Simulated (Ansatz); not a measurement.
**CsLaS2: how the settings move a single-point run**

How sensitive is a single-point run of CsLaS2 to its settings? A reference run comes first, then two runs with altered input.

Method: reference: DFT, LDA, PAW with Ansatz's default frozen-core files, scalar-relativistic, in Ansatz 0.2.0.

## (1) The starting structure

The structure is trigonal, space group R-3m (No. 166). Conventional cell: a = 4.332 Å, b = 4.332 Å, c = 24.302 Å, α = 90.00°, β = 90.00°, γ = 120.00°. Cs (site symmetry -3m) has 6 S at 3.56 Å as nearest neighbours. La (site symmetry -3m) is surrounded by 6 S at 2.93 Å. Around S (site symmetry 3m) lie 3 La at 2.93 Å and 3 Cs at 3.56 Å.

Coordinates:

```cif
data_structure
_symmetry_space_group_name_H-M 'R-3m:H'
_symmetry_Int_Tables_number 166
_cell_length_a 4.3320
_cell_length_b 4.3320
_cell_length_c 24.3019
_cell_angle_alpha 90.000
_cell_angle_beta 90.000
_cell_angle_gamma 120.000
_cell_volume 394.95
loop_
_atom_site_label
_atom_site_type_symbol
_atom_site_symmetry_multiplicity
_atom_site_Wyckoff_symbol
_atom_site_fract_x
_atom_site_fract_y
_atom_site_fract_z
_atom_site_occupancy
Cs1 Cs 3 a 0.00000 0.00000 0.00000 1
La1 La 3 b 0.66667 0.33333 0.83333 1
S1 S 6 c 0.33333 0.66667 0.89575 1
```

## (2) Reference

input.yaml

```yaml
crystal:
  lattice:
    - [2.1659806087, 1.2505294875, 8.1006467352]
    - [-2.1659806087, 1.2505294875, 8.1006467352]
    - [0.0, -2.501058975, 8.1006467352]
  atoms:
    - { symbol: Cs, position: [0.0, 0.0, 0.0] }
    - { symbol: La, position: [0.5, 0.5, 0.5] }
    - { symbol: S, position: [0.22908551, 0.22908551, 0.22908551] }
    - { symbol: S, position: [0.77091449, 0.77091449, 0.77091449] }
kpoints:
  mp_grid: { grid: [8, 8, 8] }
  band_path:
    path:
      - [0.0, 0.0, 0.0]
      - [0.5, 0.5, 0.5]
      - [0.8174457724, 0.1825542276, 0.5]
      - [0.5, -0.1825542276, 0.1825542276]
      - [0.5, 0.0, 0.0]
      - [0.0, 0.0, 0.0]
      - [0.3412771138, -0.3412771138, 0.0]
      - [0.6587228862, 0.0, 0.3412771138]
      - [0.5, 0.0, 0.5]
    npoints: 14
scf:
  occupations: { method: fermi_dirac, width: 0.03 }
hamiltonian:
  xc: lda
  pseudopotentials: { kind: paw }
output:
  forces: true
  stress: true
  eigenvalues: true
  efg: { contact_densities: true }
  populations: true
  bader: true
  dos: { projected: true, de: 0.2, e_range: [-14, 8] }
  write_density: true
  write_potential: true
  elf: true
  volumetric_format: npy
```

Run with:

```sh
$ ansatz run input.yaml --threads 1 --pin off --max-ram 4096MiB --backend cpu --events-out ev --progress --plain --runs-dir out
```

Excerpt of the output:

```text
[...]
Basis set: ecut = 420 eV, 2577 PW (Γ), FFT grids on a1−a2, a2, −a2+a3
[...]
k-points: 65 of 512
[...]
SCF iter   1: F=—  HF=-13327.714592 eV  |F-HF|=—  |Δ(HF+E_count)|=         —  Δρ=5.42e-3  dr2=5.84e-2  ethr=1.77e-3  ⟨swp⟩=6.8  Hψ=6879  notcnv=0
preconditioner: auto → Resta (q_TF=auto, 2.155 Å⁻¹)  ε∞=4.0  [insulator: Δε(μ)=2.201 eV  Ē_g=9.856 eV  σ=0.030 eV  W_gap=1.00  n_scr=28 (ndim 8)  ℏωp=17.1 eV  f_vac=0.019  D(μ)=0.00/eV (n_scr^D=0)  ε∞_Penn≈4.0]
SCF iter   2: F=—  HF=-13327.697818 eV  |F-HF|=—  |Δ(HF+E_count)|=   1.68e-2  Δρ=2.34e-3  dr2=6.98e-3  ethr=1.82e-4  ⟨swp⟩=3.4  Hψ=3256  notcnv=0
[...]
SCF iter   6: F=—  HF=-13327.696093 eV  |F-HF|=—  |Δ(HF+E_count)|=   1.95e-6  Δρ=7.17e-6  dr2=1.27e-7  ethr=9.82e-9  ⟨swp⟩=2.1  Hψ=1928  notcnv=0
SCF iter   7: F=-13327.696093 eV  HF=-13327.696093 eV  |F-HF|=2.04e-9  |Δ(HF+E_count)|=   7.71e-8  Δρ=1.48e-6  dr2=4.39e-9  ethr=3.13e-10  ⟨swp⟩=11.1  Hψ=10173  notcnv=0
[...]
SCF converged after 7 iterations
Free energy (F): -13327.696093 eV
[...]
E sigma→0 (E₀):  -13327.696093 eV
Fermi energy:    6.388460 eV
[...]
  P = ⅓ Tr σ = -3.0905 GPa (-30.905 kbar)
[...]
```

It took 43 s on 1 thread of Arm Neoverse V1, shared host.

## (3) Changing settings: n_extra_bands 1, dr2_threshold 1.0e-08

Edit input.yaml of step 2 so:

```diff
@@ -26,2 +26,4 @@
   occupations: { method: fermi_dirac, width: 0.03 }
+  n_extra_bands: 1
+  convergence: { dr2_threshold: 1.0e-08 }
 hamiltonian:
@@ -35,4 +37,2 @@
   populations: true
-  bader: true
-  dos: { projected: true, de: 0.2, e_range: [-14, 8] }
   write_density: true
```

Run with:

```sh
$ ansatz run input.yaml --threads 1 --pin off --max-ram 4096MiB --backend cpu --events-out ev --progress --plain --runs-dir out
```

Log (excerpt; [...] marks lines left out):

```text
Warning: output.stress: scf.convergence.dr2_threshold = 1e-8 eV is looser than the 4e-10 eV advised for a printed stress (1e-10 eV for each atom of the cell: 4). What an SCF threshold leaves in a stress goes as its square root, and in the free energy as the threshold itself, and one [...]
La: projections on atomic orbitals take those of the free atom [Kr 4d10] 4f0 5s2 5p6 5d1 6s2, of charge +0.00 (hamiltonian.pseudopotentials.projection_atoms); the dataset's partial waves leave at most 1.9e-5 of an orbital's norm unspanned inside its sphere
scf.n_extra_bands = 1 over 16 filled bands (N_el = 32.0): the run solves 17 bands
Cs, La: output.efg is read without spin–orbit coupling, which moves field gradients at and beside such atoms by some per cent and up to a factor of two; PAW files take it under magnetization.noncollinear and magnetization.spin_orbit
[...]
Pseudopotentials: kind: paw
Pseudopotential: Cs, paw, valence charge 9, recommended cutoff 420 eV (normal)
Pseudopotential: La, paw, valence charge 11, recommended cutoff 420 eV (normal)
Pseudopotential: S, paw, valence charge 6, recommended cutoff 420 eV (normal)
Functional definition: SPW92
[...]
Crystal: 4 atoms, lattice volume = 131.650 Å³
Basis set: ecut = 420 eV, 2577 PW (Γ), FFT grids on a1−a2, a2, −a2+a3
Bands: 17, of which v1, the nominal top of the filled ones, is band 16 counted from 1 (15 counted from 0)
Symmetry: 12 space group operations
Space group: R-3m (ITA 166), of the structure as read, at distance tolerance 5.1e-5 Å
k-points: 65 of 512
[...]
SCF converged after 7 iterations
Free energy (F): -13327.696093 eV
[...]
E sigma→0 (E₀):  -13327.696093 eV
Fermi energy:    6.388458 eV
[...]
--- Forces (eV/Å), atoms counted from 1 ---
  atom   1  Cs     0.00000000     0.00000000     0.00000000
  atom   2  La     0.00000000     0.00000000    -0.00000000
  atom   3  S      0.00000000    -0.00000000    -0.17146999
  atom   4  S      0.00000000     0.00000000     0.17146999
[...]
--- Stress (GPa, compression-positive) ---
       -2.959342       0.000000       0.000000
        0.000000      -2.959342      -0.000000
        0.000000      -0.000000      -3.352711
  P = ⅓ Tr σ = -3.0905 GPa (-30.905 kbar)
--- PAW observables at the nuclei: V_zz in 10²¹ V/m², potentials from the cell's mean, atoms counted from 1 ---
  atom   1  Cs V_zz =   -12.424308   η = 0.0000   by run symmetry: allowed
            electrostatic potential = -9375.196601 V   contact ρ = 1893245.366793 e/Å³
  atom   2  La V_zz =    +6.793721   η = 0.0000   by run symmetry: allowed
            electrostatic potential = -9871.837499 V   contact ρ = 2238435.325423 e/Å³
  atom   3  S  V_zz =    +0.569049   η = 0.0000   by run symmetry: allowed
            electrostatic potential = -1634.839718 V   contact ρ = 19602.989576 e/Å³
  atom   4  S  V_zz =    +0.569049   η = 0.0000   by run symmetry: allowed
            electrostatic potential = -1634.839718 V   contact ρ = 19602.989576 e/Å³
--- Band table (eV; the first three rows and the last of 65) ---
  k-point 0: bands = ["-25.7663", "-15.4350", "-9.7190", "-9.2961", "-9.2961", "-5.2784", "-4.6677", "-1.9370", "-1.8633", "-1.8633", "3.1585", "3.8428", "3.8428", "5.0811", "5.2141", "5.2141", "8.3527"]
[...]
--- Löwdin populations: 4 sites ---
  site symbol       q [e]
     0     Cs      8.2338
     1     La     10.4522
     2      S      6.5873
     3      S      6.5873
  spilling = 0.004356 (of n_electrons = 32.000000)
```

Run time: 22 s. Hardware: 1 thread of Arm Neoverse V1, shared host.

Energy and cycle count are those of the reference, so the change (band count and convergence setting) left the result and the number of cycles as they were.

## (4) Changing settings: occupations.method tetrahedron, n_extra_bands 8, width left out

Edit input.yaml of step 2 so:

```diff
@@ -25,3 +25,4 @@
 scf:
-  occupations: { method: fermi_dirac, width: 0.03 }
+  occupations: { method: tetrahedron }
+  n_extra_bands: 8
 hamiltonian:
@@ -35,7 +36 @@
   populations: true
-  bader: true
-  dos: { projected: true, de: 0.2, e_range: [-14, 8] }
-  write_density: true
-  write_potential: true
-  elf: true
-  volumetric_format: npy
```

Run with:

```sh
$ ansatz run input.yaml --threads 1 --pin off --max-ram 4096MiB --backend cpu --events-out ev --progress --plain --runs-dir out
```

Log (excerpt; [...] marks lines left out):

```text
Warning: output.forces, output.stress, relax.cell or npt_langevin: where a Kohn–Sham band that disperses or a degenerate level is filled in part under the method tetrahedron, the forces or the stress that this run publishes need not agree with its energy (scf.occupations.method in the [...]
La: projections on atomic orbitals take those of the free atom [Kr 4d10] 4f0 5s2 5p6 5d1 6s2, of charge +0.00 (hamiltonian.pseudopotentials.projection_atoms); the dataset's partial waves leave at most 1.9e-5 of an orbital's norm unspanned inside its sphere
scf.n_extra_bands = 8 over 16 filled bands (N_el = 32.0): the run solves 24 bands
Cs, La: output.efg is read without spin–orbit coupling, which moves field gradients at and beside such atoms by some per cent and up to a factor of two; PAW files take it under magnetization.noncollinear and magnetization.spin_orbit
[...]
Pseudopotentials: kind: paw
Pseudopotential: Cs, paw, valence charge 9, recommended cutoff 420 eV (normal)
[...]
       -2.959341       0.000000       0.000000
        0.000000      -2.959341      -0.000000
        0.000000      -0.000000      -3.352713
  P = ⅓ Tr σ = -3.0905 GPa (-30.905 kbar)
--- PAW observables at the nuclei: V_zz in 10²¹ V/m², potentials from the cell's mean, atoms counted from 1 ---
  atom   1  Cs V_zz =   -12.424265   η = 0.0000   by run symmetry: allowed
            electrostatic potential = -9375.196597 V   contact ρ = 1893245.366717 e/Å³
  atom   2  La V_zz =    +6.793666   η = 0.0000   by run symmetry: allowed
            electrostatic potential = -9871.837516 V   contact ρ = 2238435.325447 e/Å³
  atom   3  S  V_zz =    +0.569049   η = 0.0000   by run symmetry: allowed
            electrostatic potential = -1634.839697 V   contact ρ = 19602.989573 e/Å³
  atom   4  S  V_zz =    +0.569049   η = 0.0000   by run symmetry: allowed
            electrostatic potential = -1634.839697 V   contact ρ = 19602.989573 e/Å³
--- Band table (eV; the first three rows and the last of 65) ---
[... band rows left out ...]
[...]
--- Löwdin populations: 4 sites ---
  site symbol       q [e]
     0     Cs      8.2338
     1     La     10.4522
     2      S      6.5873
     3      S      6.5873
  spilling = 0.004356 (of n_electrons = 32.000000)
```

It took 21 s on 1 thread of Arm Neoverse V1, shared host.

The changed input (smearing and band count) leaves the energy the same to the digits printed.

## (5) Comparison

| run | ending | energy change | pressure (GPa) | gap (eV) | force (eV/Å) | cycles | time |
| --- | --- | --- | --- | --- | --- | --- | --- |
| reference | converged | 0 | -3.1 | 2.31 | 0.17 | 7 | 43 s |
| 1: n_extra_bands 1, dr2_threshold 1.0e-08 | converged | 0.0 meV/atom | -3.1 | 2.31 | 0.17 | 7 | 22 s |
| 2: occupations.method tetrahedron, n_extra_bands 8, width left out | converged | 0.0 meV/atom (σ→0) | -3.1 | 2.31 | 0.17 | 7 | 21 s |

Times don't compare one to one where runs were asked for different outputs or read a saved state (see the inputs); cycles may leave out searches for a lower state.

Residual by cycle in the longest SCF loop of each run; runs are numbered as in the table. The quantity is the density residual dr2, in eV.

| cycle | reference | run 1 | run 2 |
| --- | --- | --- | --- |
| 1 | 0.0584 | 0.0575 | 0.0586 |
| 2 | 0.00698 | 0.00734 | 0.00668 |
| 3 | 0.00144 | 0.00143 | 0.0014 |
| 4 | 4.2e-5 | 4.1e-5 | 4.0e-5 |
| 5 | 3.1e-6 | 2.9e-6 | 3.0e-6 |
| 6 | 1.3e-7 | 1.3e-7 | 1.1e-7 |
| 7 | 4.4e-9 | 4.8e-9 | 3.5e-9 |

**Reading.** Of the converged runs whose energies compare with the reference's, none moves it noticeably. The gap of the reference lacks spin-orbit coupling, though the cell holds Cs and La.

The gaps are Kohn-Sham values of a semilocal functional, not quasiparticle or optical gaps. Such gaps usually fall short of the measured ones.
